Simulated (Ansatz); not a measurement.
# Ni: the cost of one run

Computed with Ansatz 0.2.0 (DFT LDA, scalar-relativistic, plane waves, PAW, unless a step's input says otherwise).

2 further runs of the same task are left out: 2 set aside as unsound or not needed. Runs told in other sessions of the task aren't counted.

## Step 1: The starting structure

Symmetry: P6_3/mmc, No. 194, hexagonal system. Conventional cell: a = 3.473 Å, b = 3.473 Å, c = 13.769 Å, α = 90.00°, β = 90.00°, γ = 120.00°. Around Te (site symmetry 3m) lie 3 Mo at 2.69 Å. Mo (site symmetry -6m2) is surrounded by 6 Te at 2.69 Å.

Structure file:

```
Te Mo
1.0
     3.47289    0.00000    0.00000
    -1.73644    3.00761    0.00000
     0.00000    0.00000   13.76868
Te Mo
4 2
Direct
  0.33333 0.66667 0.61954
  0.66667 0.33333 0.11954
  0.66667 0.33333 0.38046
  0.33333 0.66667 0.88046
  0.33333 0.66667 0.25000
  0.66667 0.33333 0.75000
```

It goes back to an entry of the Materials Project.

This cell was relaxed beforehand with the same method: volume 23.97 Å³/atom, gap on the mesh 0.70 eV.

## Step 2: Ni strained to the base's plane

The (100) plane of Ni is fitted to the (001) plane of Te2Mo, a strain of +1.4 % along x and +5.4 % along y; the third vector and the atoms relax.

File input.yaml:

```yaml
crystal:
  lattice:
    - [3.472889662, 0.0, 0.0]
    - [-1.736444831, 9.0228320154, 0.0]
    - [-1.736444831, 0.0, 1.6447762247]
  atoms:
    - { symbol: Ni, position: [0.4, 0.8, 0.0], spin: 0.7 }
    - { symbol: Ni, position: [0.2, 0.4, 0.0], spin: 0.7 }
    - { symbol: Ni, position: [0.8, 0.6, 0.0], spin: 0.7 }
    - { symbol: Ni, position: [0.0, 0.0, 0.0], spin: 0.7 }
    - { symbol: Ni, position: [0.6, 0.2, 0.0], spin: 0.7 }
basis:
  ecutwfc: 420
kpoints:
  mp_grid: { grid: [10, 4, 21] }
hamiltonian:
  xc: lda
scf:
  occupations: { method: gaussian, width: 0.1 }
output:
  forces: true
  stress: true
  eigenvalues: true
  populations: true
magnetization:
  spin_polarized: true
relax:
  adjacent_minimum: "off"
  f_tol: 0.01
  max_steps: 50
  cell: { fix: [a, b, gamma], stress_tol: 0.1 }
```

Started as:

```
ansatz run input.yaml --threads 8 --pin off --max-ram 28672MiB --backend cpu --events-out ev --progress --plain --runs-dir out
```

What time and memory should one allow on 8 threads of AMD EPYC 9R45 (Zen 5), shared host?

About 51 s, with a peak of 2.2 GiB.
